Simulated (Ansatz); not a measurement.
**BFH₅NSi: basis-set convergence**

How large a basis does BFH₅NSi need? Two functionals are run in growing sets.

The runs use Ansatz 0.2.0, Gaussian basis; one geometry, several basis sets.

Levels to be run: PBE0-D4/def2-SVP; ωB97M-V/def2-SVP; PBE0-D4/def2-QZVPP; ωB97M-V/def2-QZVPP; the functionals' def2-TZVPP values are taken from earlier runs.

## (1) Structure used throughout

All runs share one geometry, relaxed beforehand with PBE0-D4 in a triple-zeta def2 set.

SMILES `B[SiH](N)F`, 9 atoms, charge 0, spin multiplicity 1.

Atoms are counted from 1 here; the program's logs count them from 0.

Bond lengths: B1–Si2 2.005 Å, B1–H5 1.195 Å, B1–H6 1.198 Å, Si2–N3 1.703 Å, Si2–F4 1.613 Å, Si2–H7 1.484 Å, N3–H8 1.006 Å, N3–H9 1.007 Å. Angles: Si2–B1–H5 123.8°, Si2–B1–H6 119.3°, H5–B1–H6 116.9°, B1–Si2–N3 106.3°, B1–Si2–F4 107.0°, B1–Si2–H7 118.3°, N3–Si2–F4 114.6°, N3–Si2–H7 105.9°, F4–Si2–H7 105.2°, Si2–N3–H8 122.8°, Si2–N3–H9 122.2°, H8–N3–H9 112.1°.

Geometry (Å):

```xyz
9
BFH5NSi
B    -0.74181    1.26300   -0.67214
Si    0.33126   -0.41591   -0.44463
N     0.48045   -0.66456    1.23347
F    -0.45395   -1.58686   -1.22874
H    -0.36566    2.21267   -1.29269
H    -1.80764    1.35500   -0.13269
H     1.71345   -0.44715   -0.98389
H     1.23237   -1.19416    1.64208
H    -0.29976   -0.56834    1.86203
```

## (2) PBE0-D4 in def2-SVP

File in.yaml:

```yaml
crystal:
  periodic: [false, false, false]
  atoms:
    - {symbol: B, position_ang: [-0.741812, 1.263003, -0.672145]}
    - {symbol: Si, position_ang: [0.331257, -0.415913, -0.444629]}
    - {symbol: N, position_ang: [0.480446, -0.664557, 1.233471]}
    - {symbol: F, position_ang: [-0.453948, -1.586861, -1.228736]}
    - {symbol: H, position_ang: [-0.365658, 2.212673, -1.292692]}
    - {symbol: H, position_ang: [-1.807645, 1.354998, -0.132689]}
    - {symbol: H, position_ang: [1.713445, -0.447150, -0.983894]}
    - {symbol: H, position_ang: [1.232374, -1.194158, 1.642080]}
    - {symbol: H, position_ang: [-0.299758, -0.568335, 1.862034]}
basis:
  gaussian: {orbitals: def2-SVP}
hamiltonian: {xc: pbe0, dispersion: d4}
output: {orbitals: {seedname: orbitals}}
```

Started as:

```sh
> ansatz run in.yaml --threads 2 --pin off --events-out ev --progress --plain --max-ram 4352MiB
```

After this run come: ωB97M-V in def2-SVP; PBE0-D4 in def2-QZVPP; ωB97M-V in def2-QZVPP.

Q: Predict the results of all the runs planned. Wanted: PBE0-D4: double and triple zeta above quadruple; ωB97M-V: double and triple zeta above quadruple.

**Answer**, as computed:

| quantity | value |
| --- | --- |
| PBE0-D4: double and triple zeta above quadruple | 9.66, 0.58 eV |
| ωB97M-V: double and triple zeta above quadruple | 9.84, 0.54 eV |

**Reading.** PBE0-D4 gains 9.08 eV from double to triple zeta, then 0.58 eV more. These are total energies; as a rule much of such shifts cancels in differences, which this series doesn't test.
